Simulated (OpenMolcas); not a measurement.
# Er³⁺ among point charges: CASSCF levels and susceptibility

How does a field of 6 point charges split the states of Er³⁺, and what χT follows?

The numbers are computed with OpenMolcas 26.06 (state-averaged CASSCF, spin-orbit coupling by RASSI with atomic mean-field integrals), except any that are marked as measured or tabulated.

### Step 1. The system

- Species: Er³⁺ (erbium, Z = 68, 65 electrons)
- Basis: ANO-RCC-VDZP [7s6p4d2f1g], 68 functions
- Scalar Hamiltonian: DKH2, point nucleus
- Inactive shells: 1s 2s 2p 3s 3p 3d 4s 4p 4d 5s 5p
- Active space: 11 electrons in 7 orbitals (4f)
- Some configurations of this space: 4f¹¹
- Orbitals: optimised for the highest spin of each parity, averaged over all roots

The outer shells:

4f11
```
4f [↑↓][↑↓][↑↓][↑↓][↑ ][↑ ][↑ ]
```

The ion sits among 6 point charges of -2 e arranged as an octahedron (Oh), 2.71 Å from the ion.

Each step is its own input file, run in one work folder so that later steps find the files of earlier ones. Labels, J, g values, rates, χT and fits are worked out afterwards by a script from the matrices that RASSI stores. The input lists half of the charges; inversion (Group=XYZ) makes the rest.

### Step 2. One- and two-electron integrals

Input file a.inp:

```
&GATEWAY
Coord
1

Er 0.0 0.0 0.0
Basis=ANO-RCC-VDZP
Group=XYZ
NoMove
AngMom=0.0 0.0 0.0
AMFI
XField
3 Angstrom 0
2.710000 0.000000 0.000000 -2.000000
0.000000 2.710000 0.000000 -2.000000
0.000000 0.000000 2.710000 -2.000000
&SEWARD
```

The run is started by

```
$ OMP_NUM_THREADS=1 MOLCAS_MEM=2252 MOLCAS_PROJECT=a pymolcas a.inp > a.log
```

### Step 3. CASSCF: quartets of odd parity, 35 roots

Input file a.inp:

```
&RASSCF
FileOrb=start.orb
Symmetry=2
Spin=4
nActEl=11 0 0
Inactive=15 12
Ras2=0 7
CIRoot=35 35 1
SDav=35
CIMx=300
Iter=120 100
PrWF=0.3
OrbListing=Nothing
MaxOrb=0
>>> COPY $Project.JobIph JOB001
```

start.orb holds the contracted functions of the basis, ordered by shell, or the orbitals of the step before.

### Step 4. Reference wave functions, doublets of odd parity, 112 roots

Input file a.inp:

```
&RASSCF
FileOrb=start.orb
Symmetry=2
Spin=2
nActEl=11 0 0
Inactive=15 12
Ras2=0 7
CIRoot=112 112 1
SDav=112
CIMx=300
Iter=120 100
PrWF=0.3
OrbListing=Nothing
MaxOrb=0
CIOnly
>>> COPY $Project.JobIph JOB002
```

### Step 5. RASSI: spin-orbit coupling between the states

Input file a.inp:

```
&RASSI
NrOfJobIphs=2 30 73
1 2 3 4 5 6 7 8 9 10 11 12 13 14 15 16 17 18 19 20 21 22 23 24 25 26 27
28 29 30
1 2 3 4 5 6 7 8 9 10 11 12 13 14 15 16 17 18 19 20 21 22 23 24 25 26 27
28 29 30 31 32 33 34 35 36 37 38 39 40 41 42 43 44 45 46 47 48 49 50 51
52 53 54 55 56 57 58 59 60 61 62 63 64 65 66 67 68 69 70 71 72 73
IphNames
JOB001
JOB002
EJob
SpinOrbit
DIPRint=1.0
SOCoupling=1000.0
Subsets=2
Property=9
'ANGMOM' 1 'ANGMOM' 2 'ANGMOM' 3 'MLTPL  1' 1 'MLTPL  1' 2 'MLTPL  1' 3
'AMFI' 1 'AMFI' 2 'AMFI' 3
SOProperty=3
'ANGMOM' 1 'ANGMOM' 2 'ANGMOM' 3
```

Q: Predict the outcome of this session. Wanted: spin-free ground state; first state of the same spin within the active space; lowest level; next level.

As calculated:

| quantity | value |
| --- | --- |
| method | CASSCF |
| spin-free ground state | 4A1, 1-fold in its orbital part |
| first state of the same spin within the active space | 4T1 at 20.4 cm⁻¹ |
| lowest level | 4-fold Γ8 |
| next level | 31.3 cm⁻¹ |
| χT at 300 K | 11.41 cm³ K/mol |
| effective moment at 300 K | 9.55 μB |

What this shows: The spin-free ground state (4A1) comes to 100 % from free-ion I terms and keeps the highest spin of the shell. The doublets rest on orbitals optimised for another spin in at least one step, which raises them against the optimised states. Not all states of the active space went into the spin-orbit step. High states of lower spin are left out of the spin-orbit mixing, and CASSCF puts spin-flip levels too high. This is an electrostatic model: the charges have no orbitals.
